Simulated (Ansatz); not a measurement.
# TiRh: a tetragonal deformation path

The task here is to estimate one member of a computed series from the others.

Computed with Ansatz 0.2.0 (DFT LDA, scalar-relativistic, plane waves, PAW, unless a step's input says otherwise).

## Starting point

The structure is tetragonal, space group P4/mmm (No. 123). Conventional cell: a = 2.988 Å, b = 2.988 Å, c = 3.350 Å, α = 90.00°, β = 90.00°, γ = 90.00°. Around Ti (site symmetry 4/mmm) lie 8 Rh at 2.70 Å and 4 Ti at 2.99 Å. Around Rh (site symmetry 4/mmm) lie 8 Ti at 2.70 Å and 4 Rh at 2.99 Å.

As a file:

```
Ti Rh
1.0
     2.98800    0.00000    0.00000
     0.00000    2.98800    0.00000
     0.00000    0.00000    3.35000
Ti Rh
1 1
Direct
  0.50000 0.50000 0.50000
  0.00000 0.00000 0.00000
```

Source of the structure: the Crystallography Open Database.

Set-up of the first run:

input.yaml

```yaml
crystal:
  lattice:
    - [2.988, 0.0, 0.0]
    - [0.0, 2.988, 0.0]
    - [0.0, 0.0, 3.35]
  atoms:
    - { symbol: Ti, position: [0.5, 0.5, 0.5] }
    - { symbol: Rh, position: [0.0, 0.0, 0.0] }
basis:
  ecutwfc: 420
kpoints:
  mp_grid: { grid: [6, 6, 6] }
hamiltonian:
  xc: lda
scf:
  occupations: { method: gaussian, width: 0.1 }
output:
  forces: true
  stress: true
  eigenvalues: true
```

Steps of the session up to this table: Probe: one point at the start; The undisturbed cell; Point ρ = 0.850; ρ = 1.200; At ρ = 0.920; ρ = 1.100; At ρ = 0.960; Point ρ = 1.050.

One of the session's tables, all rows but one given; the rest of the session is left out.

The scan, with free energies counted from the undisturbed cell:

| ρ | ΔE (meV/atom) | pressure (GPa) |
| --- | --- | --- |
| 0.850 | 13.0 | -11.5 |
| 0.920 | 15.1 | -11.4 |
| 0.960 | 7.2 | -11.7 |
| 1.000 | 0.0 | -11.9 |
| 1.050 | -1.5 | -12.1 |
| 1.100 | ? | ? |
| 1.200 | 79.4 | -12.2 |

**Question.** Estimate the row for ρ = 1.100.

Worked estimate for «ΔE (meV/atom)». A straight line through the neighbours (1.050, -1.5) and (1.200, 79.4) gives -1.5 + (79.4 + 1.5) × (1.100 − 1.050) / (1.200 − 1.050) = 25.5; a parabola fitted to 3 rows on both sides gives 11.2.

As computed: ΔE (meV/atom): 12.1; pressure (GPa): -12.2. In «ΔE (meV/atom)» the line misses by +13.4 and the parabola by -0.9.
